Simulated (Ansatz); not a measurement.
# Ge₂C+ (doublet): the correlation ladder, cc-pVDZ

Aim: climb from Hartree-Fock through coupled cluster and multireference methods for Ge₂C+ (doublet) at one geometry and basis, and see what each rung misses.

The runs use Ansatz 0.2.0, Gaussian basis; cc-pVDZ, core rule «outside noble gas», up to 29 orbitals frozen.

Plan: UHF; CCSD(T) on ROHF; CCSD(T) on UHF; BCCD(T) on ROHF; CISD as a restricted active space (open shells left free, so some higher excitations enter); CCSDT(Q) on ROHF; CCSDT(Q) on UHF; CASSCF and MRCISD+Q, 9 electrons in 9 orbitals; CASSCF and NEVPT2, 9 electrons in 9 orbitals.

24 further runs of the same task are left out: 1 for a known fault of the program, 14 that didn't finish, 9 set aside as unsound or not needed. Runs told in other sessions of the task aren't counted.

### 1 The geometry

The geometry is a PBE0/def2-TZVP stationary point (not a proven minimum) of the parent state, kept for this charge and spin. No spin-orbit coupling is included. The filled d shell of Ge may be among the frozen orbitals whatever the setting's name suggests.

3 atoms, charge 1, spin multiplicity 2.

Atoms are counted from 1 here; the program's logs count them from 0.

Bond lengths: Ge1–C2 1.853 Å, C2–Ge3 1.853 Å. Angles: Ge1–C2–Ge3 180.0°.

In the tables R marks a restricted open-shell determinant and U an unrestricted one; 'frontier' is the active space of 9 electrons in 9 orbitals; energies count from the table's Hartree-Fock row.

### 2 UHF

Input file in.yaml:

```yaml
crystal:
  periodic: [false, false, false]
  atoms:
    - {symbol: Ge, position_ang: [0.000000, 0.000000, 1.852600]}
    - {symbol: C, position_ang: [0.000000, 0.000000, 0.000000]}
    - {symbol: Ge, position_ang: [0.000000, 0.000000, -1.852600]}
basis:
  gaussian: {orbitals: cc-pVDZ}
total_charge: 1
magnetization: {spin_polarized: true, initial_magnetization: 1}
hamiltonian: {xc: hf}
output: {orbitals: {seedname: orbitals}}
```

On the command line:

```sh
$ ansatz run in.yaml --threads 1 --pin off --events-out ev --progress --plain --max-ram 2393MiB
```

Log:

```text
Functional definition: HF
  name "HF"
  cite "Fock, Z. Phys. 61, 126 (1930) doi:10.1007/BF01340294"
  parent pbe
  exchange = exact_x
  correlation = 0
791 factors; integrals over basis functions are off by at most 7.1e-4 eV
mean field evaluation 1: about -113955.3976 eV, gradient 4.0e1 eV
mean field evaluation 2: about -113955.4044 eV, gradient 4.0e1 eV
mean field evaluation 4: about -113964.8621 eV, gradient 3.6e0 eV
mean field evaluation 8: about -113965.0058 eV, gradient 2.9e-2 eV
mean field evaluation 16: about -113965.0059 eV, gradient 9.4e-3 eV
mean field evaluation 32: about -113966.6962 eV, gradient 7.1e-3 eV
mean field evaluation 64: about -113963.8852 eV, gradient 6.7e0 eV
mean field evaluation 96: about -113962.5152 eV, gradient 7.5e0 eV
mean field evaluation 128: about -113956.9299 eV, gradient 1.2e1 eV
mean field evaluation 160: about -113963.3542 eV, gradient 1.2e0 eV
mean field evaluation 192: about -113965.0039 eV, gradient 9.9e-2 eV
mean field evaluation 224: about -113961.0217 eV, gradient 3.1e-2 eV
mean field -113966.69587820 eV, -4188.1988241228 hartree, gradient 1.0e-5 eV, S^2 0.772237; 6 other end points of the search recorded, 0 dependent functions left out
reference -113966.69587820 eV, -4188.1988241228 hartree; 35, 34 occupied and 33, 34 virtual orbitals, 791 factors
Total energy: -113966.69587820 eV, -4188.1988241228 hartree
```

Wall time 15 s (1 thread of Arm Neoverse V1, shared host).

From the report: ⟨S²⟩ of the determinant 0.772 (pure doublet: 0.75).

### 3 CCSD(T) on ROHF

Changes to in.yaml since step 2:

```diff
@@ -9,4 +9,3 @@
 total_charge: 1
-magnetization: {spin_polarized: true, initial_magnetization: 1}
-hamiltonian: {xc: hf}
-output: {orbitals: {seedname: orbitals}}
+magnetization: {spin_polarized: false, initial_magnetization: 1}
+correlation: {method: ccsd_t, electrons: outside_noble_gas}
```

Same command.

Log, shortened:

```text
Functional definition: HF
  name "HF"
  cite "Fock, Z. Phys. 61, 126 (1930) doi:10.1007/BF01340294"
  parent pbe
[...]
791 factors; integrals over basis functions are off by at most 7.1e-4 eV
[...]
mean field -113966.61494633 eV, -4188.1958499314 hartree, gradient 2.0e-6 eV, S^2 0.750000; 13 other end points of the search recorded, 0 dependent functions left out
[...]
determinant -113966.61494633 eV, -4188.1958499314 hartree, with singles and doubles -113973.56592234 eV, -4188.4512935884 hartree
determinant -113964.77069386 eV, -4188.1280749032 hartree, with singles and doubles -113972.77748649 eV, -4188.4223191051 hartree
determinant -113963.05021692 eV, -4188.0648485419 hartree, with singles and doubles -113969.97627406 eV, -4188.3193764472 hartree
determinant -113962.81346120 eV, -4188.0561479296 hartree, with singles and doubles -113969.83185288 eV, -4188.3140690669 hartree
29 core orbitals not correlated: weight in the atoms' cores, before any rotation towards them, 0.999 or more for the frozen orbitals, at most 0.001 for the correlated occupied ones
reference -113966.61494633 eV, -4188.1958499314 hartree; 6, 5 occupied and 33, 34 virtual orbitals, 791 factors
second order -6.02867189 eV of doubles, -0.04383202 eV of singles
cycle   1  -6.95081194 eV  change    1.6e-4 eV  update   7.5e-4
[...]
cycle   8  -6.95091544 eV  change    1.6e-6 eV  update   1.1e-6
perturbative correction -0.34816874 eV, -0.0127949651 hartree
Total energy: -113973.91403051 eV, -4188.4640863275 hartree
```

It took 34 s on 1 thread of Arm Neoverse V1, shared host.

From the report: correlation -7.2991 eV; T1 0.023; largest double amplitude 0.08.

### 4 CCSD(T) on UHF

Changes to in.yaml since step 3:

```diff
@@ -9,3 +9,3 @@
 total_charge: 1
-magnetization: {spin_polarized: false, initial_magnetization: 1}
+magnetization: {spin_polarized: true, initial_magnetization: 1}
 correlation: {method: ccsd_t, electrons: outside_noble_gas}
```

Same command.

Log, shortened:

```text
Functional definition: HF
  name "HF"
  cite "Fock, Z. Phys. 61, 126 (1930) doi:10.1007/BF01340294"
  parent pbe
[...]
791 factors; integrals over basis functions are off by at most 7.1e-4 eV
[...]
mean field -113966.69587820 eV, -4188.1988241228 hartree, gradient 1.3e-6 eV, S^2 0.772237; 25 other end points of the search recorded, 0 dependent functions left out
determinant -113966.69587820 eV, -4188.1988241228 hartree, with singles and doubles -113973.56892688 eV, -4188.4514040032 hartree
determinant -113965.00585989 eV, -4188.1367170953 hartree, with singles and doubles -113972.79233952 eV, -4188.4228649440 hartree
determinant -113964.73504165 eV, -4188.1267647086 hartree, with singles and doubles -113970.92131843 eV, -4188.3541061872 hartree
determinant -113964.38656759 eV, -4188.1139585232 hartree, with singles and doubles -113970.87206837 eV, -4188.3522962808 hartree
[...]
determinant -113963.76530332 eV, -4188.0911274824 hartree, with singles and doubles -113970.42399671 eV, -4188.3358299512 hartree
determinant -113963.70869359 eV, -4188.0890471131 hartree, with singles and doubles -113970.58270196 eV, -4188.3416622614 hartree
determinant -113963.43768555 eV, -4188.0790877515 hartree, with singles and doubles -113969.98787750 eV, -4188.3198028659 hartree
29 core orbitals not correlated: weight in the atoms' cores, before any rotation towards them, 0.999 or more for the frozen orbitals, at most 0.001 for the correlated occupied ones
reference -113966.69587820 eV, -4188.1988241228 hartree; 6, 5 occupied and 33, 34 virtual orbitals, 791 factors
second order -5.97526008 eV of doubles, -0.00000000 eV of singles
cycle   1  -6.87289575 eV  change    1.5e-4 eV  update   1.2e-3
[...]
cycle   7  -6.87323446 eV  change    3.8e-6 eV  update   3.7e-6
perturbative correction -0.34398680 eV, -0.0126412817 hartree
Total energy: -113973.91309946 eV, -4188.4640521122 hartree
```

Wall time 75 s (1 thread of Arm Neoverse V1, shared host).

From the report: ⟨S²⟩ of the determinant 0.772 (pure doublet: 0.75); correlation -7.2172 eV; T1 0.023; largest double amplitude 0.08.

### 5 BCCD(T) on ROHF

Changes to in.yaml since step 4:

```diff
@@ -9,3 +9,3 @@
 total_charge: 1
-magnetization: {spin_polarized: true, initial_magnetization: 1}
-correlation: {method: ccsd_t, electrons: outside_noble_gas}
+magnetization: {spin_polarized: false, initial_magnetization: 1}
+correlation: {method: bccd_t, electrons: outside_noble_gas}
```

Same command.

Log, shortened:

```text
Functional definition: HF
  name "HF"
  cite "Fock, Z. Phys. 61, 126 (1930) doi:10.1007/BF01340294"
  parent pbe
[...]
791 factors; integrals over basis functions are off by at most 7.1e-4 eV
[...]
mean field -113966.61494633 eV, -4188.1958499314 hartree, gradient 2.0e-6 eV, S^2 0.750000; 13 other end points of the search recorded, 0 dependent functions left out
[...]
determinant -113966.61494633 eV, -4188.1958499314 hartree, with singles and doubles -113973.56592234 eV, -4188.4512935884 hartree
determinant -113964.77069386 eV, -4188.1280749032 hartree, with singles and doubles -113972.77748649 eV, -4188.4223191051 hartree
determinant -113963.05021692 eV, -4188.0648485419 hartree, with singles and doubles -113969.97627406 eV, -4188.3193764472 hartree
determinant -113962.81346120 eV, -4188.0561479296 hartree, with singles and doubles -113969.83185288 eV, -4188.3140690669 hartree
29 core orbitals not correlated: weight in the atoms' cores, before any rotation towards them, 0.999 or more for the frozen orbitals, at most 0.001 for the correlated occupied ones
reference -113966.61494633 eV, -4188.1958499314 hartree; 6, 5 occupied and 33, 34 virtual orbitals, 791 factors
second order -6.02867189 eV of doubles, -0.04383202 eV of singles
cycle   1  -6.93038852 eV  change    2.1e-2 eV  update   9.1e-3
[...]
cycle   9  -6.93411898 eV  change    5.5e-6 eV  update   5.6e-6
perturbative correction -0.36891608 eV, -0.0135574159 hartree
Total energy: -113973.91798139 eV, -4188.4642315197 hartree
```

It took 35 s on 1 thread of Arm Neoverse V1, shared host.

From the report: correlation -7.3030 eV; largest double amplitude 0.07.

### 6 CISD as a restricted active space (open shells left free, so some higher excitations enter)

Changes to in.yaml since step 5:

```diff
@@ -10,2 +10,2 @@
 magnetization: {spin_polarized: false, initial_magnetization: 1}
-correlation: {method: bccd_t, electrons: outside_noble_gas}
+correlation: {active_space: {ras: {orbitals: [5, 1, 33], electrons: 11, max_holes: 2, max_particles: 2}, fixed_orbitals: true}}
```

Launched as before.

Log, shortened:

```text
Functional definition: HF
  name "HF"
  cite "Fock, Z. Phys. 61, 126 (1930) doi:10.1007/BF01340294"
  parent pbe
[...]
791 factors; integrals over basis functions are off by at most 7.1e-4 eV
[...]
mean field -113966.61494633 eV, -4188.1958499314 hartree, gradient 2.0e-6 eV, S^2 0.750000; 13 other end points of the search recorded, 0 dependent functions left out
reference -113966.61494633 eV, -4188.1958499314 hartree; 35, 34 occupied and 33, 34 virtual orbitals, 791 factors
state -113972.85790338 eV, -4188.4252743715 hartree
Total energy: -113972.85790338 eV, -4188.4252743715 hartree
```

It took 17 s on 1 thread of Arm Neoverse V1, shared host.

From the report: 9,932 determinants.

### 7 CCSDT(Q) on ROHF

Changes to in.yaml since step 6:

```diff
@@ -10,2 +10,2 @@
 magnetization: {spin_polarized: false, initial_magnetization: 1}
-correlation: {active_space: {ras: {orbitals: [5, 1, 33], electrons: 11, max_holes: 2, max_particles: 2}, fixed_orbitals: true}}
+correlation: {method: ccsdt_q, electrons: outside_noble_gas}
```

Launched as before.

Log, shortened:

```text
Functional definition: HF
  name "HF"
  cite "Fock, Z. Phys. 61, 126 (1930) doi:10.1007/BF01340294"
  parent pbe
[...]
1310 factors; integrals over basis functions are off by at most 1.2e-7 eV
[...]
mean field -113966.61511326 eV, -4188.1958560662 hartree, gradient 1.2e-6 eV, S^2 0.750000; 12 other end points of the search recorded, 0 dependent functions left out
[...]
determinant -113966.61511326 eV, -4188.1958560662 hartree, with singles and doubles -113973.56610346 eV, -4188.4513002443 hartree
determinant -113964.77085908 eV, -4188.1280809750 hartree, with singles and doubles -113972.77766099 eV, -4188.4223255179 hartree
determinant -113963.05039008 eV, -4188.0648549056 hartree, with singles and doubles -113969.97646503 eV, -4188.3193834652 hartree
determinant -113962.81362963 eV, -4188.0561541195 hartree, with singles and doubles -113969.83204261 eV, -4188.3140760392 hartree
29 core orbitals not correlated: weight in the atoms' cores, before any rotation towards them, 0.999 or more for the frozen orbitals, at most 0.001 for the correlated occupied ones
reference -113966.61511326 eV, -4188.1958560662 hartree; 6, 5 occupied and 33, 34 virtual orbitals, 1310 factors
second order -6.02869121 eV of doubles, -0.04383206 eV of singles
cycle   1  -6.55680415 eV  change   -4.8e-1 eV  update   1.2e-1
[...]
cycle  18  -7.34357034 eV  change    8.8e-7 eV  update   7.5e-7
perturbative correction -0.03415712 eV, -0.0012552511 hartree
Total energy: -113973.99284073 eV, -4188.4669825497 hartree
```

It took 72 s on 1 thread of Arm Neoverse V1, shared host; peak memory 0.54 GiB.

From the report: correlation -7.3777 eV; T1 0.026; largest double amplitude 0.09.

### 8 CCSDT(Q) on UHF

Changes to in.yaml since step 7:

```diff
@@ -9,3 +9,3 @@
 total_charge: 1
-magnetization: {spin_polarized: false, initial_magnetization: 1}
+magnetization: {spin_polarized: true, initial_magnetization: 1}
 correlation: {method: ccsdt_q, electrons: outside_noble_gas}
```

The command is unchanged.

Log, shortened:

```text
Functional definition: HF
  name "HF"
  cite "Fock, Z. Phys. 61, 126 (1930) doi:10.1007/BF01340294"
  parent pbe
[...]
1310 factors; integrals over basis functions are off by at most 1.2e-7 eV
[...]
mean field -113966.69604517 eV, -4188.1988302588 hartree, gradient 2.1e-6 eV, S^2 0.772237; 25 other end points of the search recorded, 0 dependent functions left out
determinant -113966.69604517 eV, -4188.1988302588 hartree, with singles and doubles -113973.56910780 eV, -4188.4514106518 hartree
determinant -113965.00602652 eV, -4188.1367232191 hartree, with singles and doubles -113972.79251309 eV, -4188.4228713228 hartree
determinant -113964.73521728 eV, -4188.1267711629 hartree, with singles and doubles -113970.92150860 eV, -4188.3541131760 hartree
determinant -113964.38674051 eV, -4188.1139648778 hartree, with singles and doubles -113970.87225706 eV, -4188.3523032151 hartree
[...]
determinant -113963.76547645 eV, -4188.0911338450 hartree, with singles and doubles -113970.42418085 eV, -4188.3358367181 hartree
determinant -113963.70886300 eV, -4188.0890533389 hartree, with singles and doubles -113970.58288362 eV, -4188.3416689374 hartree
determinant -113963.43785940 eV, -4188.0790941403 hartree, with singles and doubles -113969.98807077 eV, -4188.3198099685 hartree
29 core orbitals not correlated: weight in the atoms' cores, before any rotation towards them, 0.999 or more for the frozen orbitals, at most 0.001 for the correlated occupied ones
reference -113966.69604517 eV, -4188.1988302588 hartree; 6, 5 occupied and 33, 34 virtual orbitals, 1310 factors
second order -5.97527964 eV of doubles, -0.00000000 eV of singles
cycle   1  -6.46981054 eV  change   -4.9e-1 eV  update   1.2e-1
[...]
cycle  18  -7.26349237 eV  change    7.4e-7 eV  update   8.8e-7
perturbative correction -0.03653466 eV, -0.0013426240 hartree
Total energy: -113973.99607220 eV, -4188.4671013040 hartree
```

Run time: 1.9 min. Hardware: 1 thread of Arm Neoverse V1, shared host; peak memory 0.45 GiB.

From the report: ⟨S²⟩ of the determinant 0.772 (pure doublet: 0.75); correlation -7.3000 eV; T1 0.026; largest double amplitude 0.09.

### 9 CASSCF and MRCISD+Q, 9 electrons in 9 orbitals

Changes to in.yaml since step 8:

```diff
@@ -9,3 +9,3 @@
 total_charge: 1
-magnetization: {spin_polarized: true, initial_magnetization: 1}
-correlation: {method: ccsdt_q, electrons: outside_noble_gas}
+magnetization: {spin_polarized: false, initial_magnetization: 1}
+correlation: {method: fic_mrcisd_q, electrons: outside_noble_gas, active_space: {window: {electrons: 9, orbitals: 9}}}
```

Launched as before.

Log, shortened:

```text
Functional definition: HF
  name "HF"
  cite "Fock, Z. Phys. 61, 126 (1930) doi:10.1007/BF01340294"
  parent pbe
[...]
791 factors; integrals over basis functions are off by at most 7.1e-4 eV
[...]
mean field -113966.61494633 eV, -4188.1958499314 hartree, gradient 2.0e-6 eV, S^2 0.750000; 13 other end points of the search recorded, 0 dependent functions left out
reference -113966.61494633 eV, -4188.1958499314 hartree; 35, 34 occupied and 33, 34 virtual orbitals, 791 factors
state -113969.06758269 eV, -4188.2859826554 hartree
contracted CI cycle   1: correlation 0.00000000 eV, 0.0000000000 hartree, residual 1.48e1 eV
contracted CI cycle   2: correlation -4.07085091 eV, -0.1496010118 hartree, residual 3.50e0 eV
contracted CI cycle   3: correlation -4.32505463 eV, -0.1589428259 hartree, residual 1.10e0 eV
[...]
contracted CI cycle   3: correlation -4.60124823 eV, -0.1690927538 hartree, residual 1.01e0 eV
contracted CI cycle   4: correlation -4.62313248 eV, -0.1698969850 hartree, residual 3.58e-1 eV
contracted CI cycle   5: correlation -4.62582456 eV, -0.1699959170 hartree, residual 1.26e-1 eV
contracted CI cycle   6: correlation -4.62616934 eV, -0.1700085875 hartree, residual 4.63e-2 eV
contracted CI cycle   7: correlation -4.62621468 eV, -0.1700102538 hartree, residual 1.71e-2 eV
contracted CI cycle   8: correlation -4.62622095 eV, -0.1700104840 hartree, residual 6.37e-3 eV
contracted CI cycle   9: correlation -4.62622178 eV, -0.1700105146 hartree, residual 2.27e-3 eV
contracted CI cycle  10: correlation -4.62622188 eV, -0.1700105183 hartree, residual 7.76e-4 eV
state -113968.75565922 eV, -4188.2745196793 hartree; corrected -113973.87758947 eV, -4188.4627471440 hartree
state -113969.06758269 eV, -4188.2859826554 hartree; corrected -113973.91282186 eV, -4188.4640419105 hartree
Total energy: -113973.91282186 eV, -4188.4640419105 hartree
```

It took 1.9 min on 1 thread of Arm Neoverse V1, shared host; peak memory 0.4 GiB.

From the report: 3,960 determinants; active occupations 2.00, 1.97, 1.97, 1.95, 0.99, 0.05, 0.03, 0.03, 0.02.

### 10 CASSCF and NEVPT2, 9 electrons in 9 orbitals

Changes to in.yaml since step 9:

```diff
@@ -10,2 +10,2 @@
 magnetization: {spin_polarized: false, initial_magnetization: 1}
-correlation: {method: fic_mrcisd_q, electrons: outside_noble_gas, active_space: {window: {electrons: 9, orbitals: 9}}}
+correlation: {method: sc_nevpt2, electrons: outside_noble_gas, active_space: {window: {electrons: 9, orbitals: 9}}}
```

Same command.

Log, shortened:

```text
Functional definition: HF
  name "HF"
  cite "Fock, Z. Phys. 61, 126 (1930) doi:10.1007/BF01340294"
  parent pbe
[...]
791 factors; integrals over basis functions are off by at most 7.1e-4 eV
[...]
mean field -113966.61494633 eV, -4188.1958499314 hartree, gradient 2.0e-6 eV, S^2 0.750000; 13 other end points of the search recorded, 0 dependent functions left out
reference -113966.61494633 eV, -4188.1958499314 hartree; 35, 34 occupied and 33, 34 virtual orbitals, 791 factors
state -113969.06758269 eV, -4188.2859826554 hartree
state -113969.06758269 eV, -4188.2859826554 hartree; corrected -113972.50819805 eV, -4188.4124229376 hartree
state -113968.75565922 eV, -4188.2745196793 hartree
state -113968.75565922 eV, -4188.2745196793 hartree; corrected -113972.63158151 eV, -4188.4169571963 hartree
state -113968.75565922 eV, -4188.2745196793 hartree; corrected -113972.63158151 eV, -4188.4169571963 hartree
the orbitals are reached from a further start. From the first start the search ends at -113969.06752366 eV, -4188.2859804859 hartree
WARN: the results are in doubt because another end's mean lies 0.312 eV lower, and its corrected mean 0.123 eV higher
Total energy: -113972.63158151 eV, -4188.4169571963 hartree
In doubt: another end's mean lies 0.312 eV lower, and its corrected mean 0.123 eV higher
```

Wall time 1.8 min (1 thread of Arm Neoverse V1, shared host).

From the report: 7,956 determinants; active occupations 1.98, 1.95, 1.95, 1.95, 1.00, 0.05, 0.05, 0.05, 0.03. Mind the lines of doubt at the end of the log.

### 11 The ladder

The yardstick is UCCSDT(Q), where the cluster series has nearly closed. Rows without a time are mean-field rows or come out of runs for another level: lower rungs of the coupled-cluster runs, CASSCF and MRCISD of the multireference runs, or the Hartree-Fock search.

Differences are taken before rounding.

| method | energy from the lowest ROHF (kcal/mol) | from UCCSDT(Q) (kcal/mol) | time |
| --- | --- | --- | --- |
| ROHF | 0.00 | +170.21 |  |
| UHF | -1.87 | +168.35 |  |
| RMP2 | -140.04 | +30.18 |  |
| UMP2 | -139.66 | +30.55 |  |
| RCCSD | -160.29 | +9.92 |  |
| UCCSD | -160.37 | +9.85 |  |
| RCCSD(T) | -168.32 | +1.89 | 34 s |
| UCCSD(T) | -168.30 | +1.91 | 75 s |
| BCCD(T) | -168.41 | +1.80 | 35 s |
| RCCSDT | -169.35 | +0.86 |  |
| UCCSDT | -169.37 | +0.84 |  |
| RCCSDT(Q) | -170.14 | +0.07 | 72 s |
| UCCSDT(Q) | -170.21 | 0 | 1.9 min |
| CASSCF frontier | -56.56 | +113.65 |  |
| MRCISD frontier | -156.97 | +13.25 |  |
| MRCISD+Q frontier | -168.29 | +1.92 | 1.9 min |

Among the levels timed on like hardware and quicker than the yardstick, those that no quicker one beats, quickest first: RCCSD(T) (34 s, +1.89 kcal/mol); BCCD(T) (35 s, +1.80 kcal/mol); RCCSDT(Q) (72 s, +0.07 kcal/mol).

Not comparable, so not listed: CISD as a restricted active space (open shells left free, so some higher excitations enter); CASSCF and NEVPT2, 9 electrons in 9 orbitals (they don't share determinant, frozen orbitals or solution with the rows shown, or repeat one).

### 12 Results

| quantity | value |
| --- | --- |
| UCCSDT(Q) from the ROHF energy | -7.3811 eV |
| RMP2 from UCCSDT(Q) | +30.18 kcal/mol |
| UMP2 from UCCSDT(Q) | +30.55 kcal/mol |
| RCCSD from UCCSDT(Q) | +9.92 kcal/mol |
| RCCSD(T) from UCCSDT(Q) | +1.89 kcal/mol |
| UCCSD(T) from UCCSDT(Q) | +1.91 kcal/mol |
| RCCSDT(Q) from UCCSDT(Q) | +0.07 kcal/mol |
| MRCISD+Q frontier from UCCSDT(Q) | +1.92 kcal/mol |
| levels within 1 kcal/mol (43 meV) | RCCSDT, UCCSDT, RCCSDT(Q) |
| T1 diagnostic | 0.023 |

RCCSD(T) misses by +1.89 kcal/mol, 1.1 % of the correlation energy. These misses are within one basis, not against nature; the frozen cores of restricted and unrestricted runs differ, which can shift their rows.

RCCSDT(Q) reaches 0.07 kcal/mol from the reference in 72 s, where UCCSDT(Q) took 1.9 min; the quickest level in the cost chart, RCCSD(T), takes 34 s and misses by 1.89 kcal/mol.
